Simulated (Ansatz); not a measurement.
# Mg8HO8: the cost of one run

Program: Ansatz 0.2.0. Level of theory: DFT LDA, plane waves, PAW, scalar-relativistic, no spin polarisation. These are calculated values, not measurements.

### 1 Starting point

The cell holds 17 atoms (HMg8O8): a = 5.552 Å, b = 5.552 Å, c = 5.552 Å, α = 60.00°, β = 60.00°, γ = 60.00°.

Coordinates:

```xyz
17
Lattice="0.0000 3.9260 3.9260 3.9260 0.0000 3.9260 3.9260 3.9260 0.0000" Properties=species:S:1:pos:R:3 pbc="T T T"
Mg    0.0000    0.0000    0.0000
O     1.9630    1.9630    1.9630
Mg    1.9630    1.9630    0.0000
O     3.9260    3.9260    1.9630
Mg    1.9630    0.0000    1.9630
O     3.9260    1.9630    3.9260
Mg    3.9260    1.9630    1.9630
O     5.8890    3.9260    3.9260
Mg    0.0000    1.9630    1.9630
O     1.9630    3.9260    3.9260
Mg    1.9630    3.9260    1.9630
O     3.9260    5.8890    3.9260
Mg    1.9630    1.9630    3.9260
O     3.9260    3.9260    5.8890
Mg    3.9260    3.9260    3.9260
O     5.8890    5.8890    5.8890
H     6.8834    6.9371    6.8290
```

### 2 Relaxing the start

The input, input.yaml:

```yaml
crystal:
  lattice:
    - [0.0, 3.926, 3.926]
    - [3.926, 0.0, 3.926]
    - [3.926, 3.926, 0.0]
  atoms:
    - { symbol: Mg, position: [0.0, 0.0, 0.0] }
    - { symbol: O, position: [0.25, 0.25, 0.25] }
    - { symbol: Mg, position: [0.0, 0.0, 0.5] }
    - { symbol: O, position: [0.25, 0.25, 0.75] }
    - { symbol: Mg, position: [0.0, 0.5, 0.0] }
    - { symbol: O, position: [0.25, 0.75, 0.25] }
    - { symbol: Mg, position: [0.0, 0.5, 0.5] }
    - { symbol: O, position: [0.25, 0.75, 0.75] }
    - { symbol: Mg, position: [0.5, 0.0, 0.0] }
    - { symbol: O, position: [0.75, 0.25, 0.25] }
    - { symbol: Mg, position: [0.5, 0.0, 0.5] }
    - { symbol: O, position: [0.75, 0.25, 0.75] }
    - { symbol: Mg, position: [0.5, 0.5, 0.0] }
    - { symbol: O, position: [0.75, 0.75, 0.25] }
    - { symbol: Mg, position: [0.5, 0.5, 0.5] }
    - { symbol: O, position: [0.75, 0.75, 0.75] }
    - { symbol: H, position: [0.8765589, 0.8628636, 0.890414] }
total_charge: 1
basis:
  ecutwfc: 420.0
kpoints:
  mp_grid: { grid: [2, 2, 2] }
hamiltonian:
  xc: lda
  pseudopotentials: { kind: paw, azcp: { folder: soft_1 } }
scf:
  occupations: { method: fermi_dirac, width: 0.05 }
  lower_state_search: "off"
relax:
  f_tol: 0.08
  max_steps: 25
  adjacent_minimum: "off"
output:
  write_density: true
  write_potential: true
  elf: true
  volumetric_format: npy
```

Started as:

```bash
> ansatz run input.yaml --threads 1 --pin off --max-ram 3072MiB --backend cpu --events-out ev --progress --plain --runs-dir out
```

Q: Estimate wall time and peak memory on 1 thread of Arm Neoverse V2, shared host.

About 39 s, with a peak of 0.38 GiB.
